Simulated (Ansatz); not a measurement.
Geometry optimisation, Ansatz 0.2.0, DFT PBEsol, scalar-relativistic, plane waves, PAW.

input.yaml

```yaml
crystal:
  lattice:
    - [6.98, 0.0, 0.0]
    - [0.0, 6.98, 0.0]
    - [0.0, 0.0, 6.98]
  atoms:
    - { symbol: Li, position: [0.0, 0.0, 0.0] }
    - { symbol: Li, position: [0.5, 0.0, 0.0] }
    - { symbol: Li, position: [0.0, 0.5, 0.0] }
    - { symbol: Li, position: [0.0, 0.0, 0.5] }
    - { symbol: Li, position: [0.25, 0.25, 0.25] }
    - { symbol: Li, position: [0.5, 0.5, 0.0] }
    - { symbol: Li, position: [0.5, 0.0, 0.5] }
    - { symbol: Li, position: [0.75, 0.25, 0.25] }
    - { symbol: Li, position: [0.0, 0.5, 0.5] }
    - { symbol: Li, position: [0.25, 0.75, 0.25] }
    - { symbol: Li, position: [0.25, 0.25, 0.75] }
    - { symbol: Li, position: [0.5, 0.5, 0.5] }
    - { symbol: Li, position: [0.75, 0.75, 0.25] }
    - { symbol: Li, position: [0.75, 0.25, 0.75] }
    - { symbol: Li, position: [0.25, 0.75, 0.75] }
    - { symbol: Li, position: [0.75, 0.75, 0.75] }
    - { symbol: Li, position: [0.7527935, 0.0049645, 0.3828246] }
basis:
  ecutwfc: 420.0
kpoints:
  mp_grid: { grid: [3, 3, 3] }
hamiltonian:
  xc: pbesol
scf:
  occupations: { method: fermi_dirac, width: 0.15 }
  lower_state_search: "off"
relax:
  f_tol: 0.03
  max_steps: 60
  adjacent_minimum: "off"
output:
  write_density: true
  write_potential: true
  elf: true
  volumetric_format: npy
```

Run as:

```bash
$ ansatz run input.yaml --threads 2 --pin off --max-ram 5120MiB --backend cpu --events-out ev --progress --plain --runs-dir out
```

Problem. Where does it end, and by what steps?

Solution. The run converged. The force dipped under the threshold on the way, but the program's further checks kept it going. Limits of this set-up: coarse k mesh, a small cell, in which the defect meets its images, a typed lattice constant that wasn't relaxed here. After 12 steps the energy has fallen by 1.691 eV; Li17 moved furthest, 1.06 Å. Joined: Li1–Li4 (3.49 → 2.83 Å), Li5–Li17 (3.98 → 2.92 Å), Li8–Li14 (3.49 → 2.82 Å), Li9–Li17 (3.95 → 2.92 Å).

```tsv
step	energy less start (eV)	largest force component (eV/Å)	accepted
0	0.0000	1.687	yes
1	-0.9334	1.006	yes
2	-1.4303	0.337	yes
3	-1.5583	0.061	yes
4	-1.5829	0.063	yes
5	-1.6173	0.082	yes
6	-1.6319	0.078	yes
7	-1.6632	0.048	yes
8	-1.6857	0.021	yes
9	-1.6857	0.021	yes
10	-1.6870	0.043	yes
11	-1.6914	0.012	yes
12	-1.6914	0.012	yes
```

```xyz
17
Lattice="6.9800 0.0000 0.0000 0.0000 6.9800 0.0000 0.0000 0.0000 6.9800" Properties=species:S:1:pos:R:3
Li -0.038 -0.091 -0.002
Li 3.390 -0.127 0.028
Li 0.038 3.570 -0.085
Li 0.366 -0.429 4.197
Li 1.659 1.691 1.735
Li 3.165 3.723 0.104
Li 3.402 -0.019 3.446
Li 4.856 2.147 1.039
Li -0.051 3.411 3.505
Li 1.564 5.276 1.885
Li 1.799 1.763 5.305
Li 3.528 3.304 3.350
Li 5.217 5.153 1.798
Li 5.138 1.711 5.246
Li 2.003 4.925 5.139
Li 5.091 5.121 5.232
Li 6.009 0.785 2.630
```

Whether the end is a true minimum wasn't checked by a vibrational analysis.

Run time: 23 s on 2 threads of AMD EPYC 9R05 (Zen 5) (shared host), peak memory 0.63 GiB.
